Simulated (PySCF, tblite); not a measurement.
# C6H7BO2: geometry, infrared bands and NMR shifts

What infrared bands and NMR shifts should C6H7BO2 (`OB(O)C1=C[C@@H]2C=C[C@H]12`) show?

Computed with tblite 0.8.0 and PySCF 2.14.0, with density-fitted response routines of our own, on a single molecule in the gas phase. Atoms are numbered from 0 throughout.

## Step 1: Starting geometry

16 atoms, charge 0, multiplicity 1; geometry from: force field or distance geometry start.

Bonds of the start (Å): O0–B1 1.47, B1–O2 1.47, B1–C3 1.56, C3–C4 1.39, C4–C5 1.50, C5–C6 1.50, C6–C7 1.40, C7–C8 1.50, C8–C3 1.50, C8–C5 1.36, O0–H9 0.98, O2–H10 0.98, C4–H11 1.09, C5–H12 1.12, C6–H13 1.08, C7–H14 1.09, C8–H15 1.12.

## Step 2: Geometry optimisation with GFN2-xTB

Job settings and geometry (Å):

```
{"job": {"kind": "relax", "xc": "GFN2-xTB", "basis": "xTB"}, "charge": 0, "multiplicity": 1}
O      2.936400     0.281300    -1.023200
B      1.893200     0.606300    -0.046200
O      2.164400     1.606100     0.991900
C      0.512700    -0.113700    -0.098600
C     -0.068600    -1.084500    -0.899500
C     -1.329200    -0.996000    -0.094200
C     -2.335100     0.006600    -0.575200
C     -1.749300     0.968600     0.250900
C     -0.750500    -0.058200     0.709600
H      3.443000    -0.454800    -0.609300
H      2.535800     1.101000     1.746500
H      0.245000    -1.650000    -1.776000
H     -1.693200    -1.912600     0.431000
H     -3.157100    -0.013100    -1.277400
H     -1.940100     2.022100     0.452700
H     -0.715200    -0.300100     1.805500
```

Command:

```sh
$ OMP_NUM_THREADS=1 python probes_run.py task.json out
```

This one command runs all jobs of the session in turn.

**Question.** This job is followed by: GFN2-xTB harmonic vibrations, gas phase; GIAO PBE0/pcSseg-1 NMR shielding, non-relativistic, gas phase. Predict these results of the whole session: strongest single infrared mode (GFN2-xTB); zero-point energy (GFN2-xTB); ¹³C shifts against TMS (PBE0/pcSseg-1); ¹H shifts against TMS (PBE0/pcSseg-1, means over atoms taken as alike); ¹⁷O shifts against H2O (PBE0/pcSseg-1, means over atoms taken as alike); ¹¹B shifts against BF3·OEt2 (PBE0/pcSseg-1).

The runs gave:

| quantity | value |
| --- | --- |
| strongest single infrared mode (GFN2-xTB) | 1241 cm⁻¹, 473 km/mol |
| zero-point energy (GFN2-xTB) | 74.3 kcal/mol |
| ¹³C shifts against TMS (PBE0/pcSseg-1) | 172.8, 163.1, 156.0, 152.5, 55.0, 53.8 ppm |
| ¹H shifts against TMS (PBE0/pcSseg-1, means over atoms taken as alike) | 7.83, 7.03, 6.87, 4.18, 4.00, 3.19 ppm |
| ¹⁷O shifts against H2O (PBE0/pcSseg-1, means over atoms taken as alike) | 116.0 ppm |
| ¹¹B shifts against BF3·OEt2 (PBE0/pcSseg-1) | 21.6 ppm |

In words: Relaxing lowered the energy by 2.279 eV in 67 steps; the close pair that moved most is C5–C8, from 1.364 to 1.554 Å. All 42 modes are real, so the xTB geometry is a minimum. The strongest single mode, at 1241 cm⁻¹, moves mainly B1. GFN2-xTB is a fitted tight-binding method: band positions and strengths are rough. Its intensities can rank the bands wrongly. At PBE0/pcSseg-1: Shielding is most anisotropic at C4 (span 273 ppm, paramagnetic term -237 ppm).
